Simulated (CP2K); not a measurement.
Runs of CP2K 2026.2 on BiTe. It takes space group Fm-3m (No. 225, cubic). Conventional cell: a = 6.470 Å, b = 6.470 Å, c = 6.470 Å, α = 90.00°, β = 90.00°, γ = 90.00°. Around Bi (site symmetry m-3m) lie 6 Te at 3.24 Å. Te (site symmetry m-3m) is surrounded by 6 Bi at 3.24 Å. 

| task | level | potentials or basis | cell | smearing | EPS_DEFAULT | NGRIDS | CUTOFF of the grids | gap on the mesh (eV) | pressure (GPa) | V0 of scaled cells (Å³/atom) | B0 (GPa) |
| --- | --- | --- | --- | --- | --- | --- | --- | --- | --- | --- | --- |
| single point | PBEsol | POTENTIAL_UZH Bi GTH-PBE-q5, Te GTH-PBE-q6; TZVP-MOLOPT-PBE-GTH basis | atoms moved at random, drawn with an rms of 0.05 Å | fermi-dirac 0.05 eV | 1.0E-10 | 5 | 450 Ry | none | 0.4 | - | - |
| single point | PBEsol | POTENTIAL_UZH Bi GTH-PBE-q5, Te GTH-PBE-q6; TZVP-MOLOPT-PBE-GTH basis | as given | fermi-dirac 0.05 eV | 1.0E-10 | 4 | 450 Ry | none | 0.3 | - | - |
| equation of state | r2SCAN | POTENTIAL_UZH Bi GTH-SCAN-q5, Te GTH-SCAN-q6; TZVP-MOLOPT-SCAN-GTH basis | as given | fermi-dirac 0.01 eV | 1.0E-9 | 5 | 675 Ry | - | - | (a) | 52 |
| equation of state | LDA | GTH_POTENTIALS Bi GTH-PADE-q5, Te GTH-PADE-q6; TZVP-MOLOPT-PBE-GTH basis | as given | fermi-dirac 0.0259 eV | 1.0E-10 | 4 | 450 Ry | - | - | 32.27 | 54 |
| equation of state | PBEsol | POTENTIAL_UZH Bi GTH-PBE-q5, Te GTH-PBE-q6; TZVP-MOLOPT-PBE-GTH basis | as given | fermi-dirac 0.05 eV | 1.0E-10 | 5 | 450 Ry | - | - | (b) | 51 |

Alike in all rows: no spin polarisation; k mesh 7 × 7 × 7.

Task: Estimate the missing entries.

Result: (a) 33.43; (b) 34.05.

Caveats: spin-orbit coupling is left out, which moves the levels of the heavy elements; the basis of atomic orbitals isn't converged, which shifts pressures, moduli and gaps; the potentials were made for another functional, which shifts forces and pressure (some runs); with these potentials and basis sets, volumes of gold and of layered tellurides can stand 1.5 % and more from those of plane-wave programs (some runs).

A k mesh can miss the band edges, and the runs leave out spin-orbit coupling on Bi, Te.

A gap of «none» marks a metal or a gap under the smearing width.
